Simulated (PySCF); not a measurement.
# C7H4ClF3 (4-chlorobenzotrifluoride): the cost of one run

The runs use PySCF 2.14.0, with density-fitted response routines of our own; the level of theory stands in each step. All values are computed, except where a source is named. Atoms count from 0, in the outputs and in this text.

**1. The molecule as given**

15 atoms, charge 0, multiplicity 1; geometry from: GFN2-xTB. The atoms were then displaced at random by about 0.01 Å, so the start is not that level's minimum.

Bonds of the start (Å): F0–C1 1.37, C1–F2 1.34, C1–F3 1.36, C1–C4 1.50, C4–C5 1.38, C5–C6 1.37, C6–C7 1.39, C7–Cl8 1.74, C7–C9 1.38, C9–C10 1.38, C10–C4 1.40, C5–H11 1.09, C6–H12 1.09, C9–H13 1.09, C10–H14 1.07.

**2. Optimising the geometry at PBE0-D3(BJ)/def2-SVP**

The job: settings as JSON, then the geometry in Å.

```
{"job": {"xc": "PBE0", "basis": "def2-SVP", "d3": "d3bj", "grid": 1, "shake": 0.01, "kind": "geom"}, "charge": 0, "multiplicity": 1}
F      2.723940     0.054290     1.260350
C      2.199190     0.224900     0.010320
F      2.587620     1.436390    -0.415020
F      2.870350    -0.669310    -0.756590
C      0.707680     0.068230    -0.026720
C      0.143340    -1.164160    -0.272430
C     -1.217840    -1.314070    -0.269750
C     -2.014460    -0.204120    -0.016970
Cl    -3.744360    -0.382640     0.003660
C     -1.473450     1.031300     0.259320
C     -0.104810     1.171950     0.257160
H      0.787200    -2.017350    -0.465250
H     -1.703690    -2.261950    -0.479110
H     -2.123560     1.883480     0.457320
H      0.347500     2.125670     0.446480
```

On the command line:

```
$ OMP_NUM_THREADS=1 python probes_run.py task.json out
```

The driver reads the jobs from task.json and runs them one after another.

Q: Estimate the wall time and peak memory of this first job on 1 thread of AMD EPYC 7R43, shared host.

About 1.7 min, with a peak of 0.84 GiB.
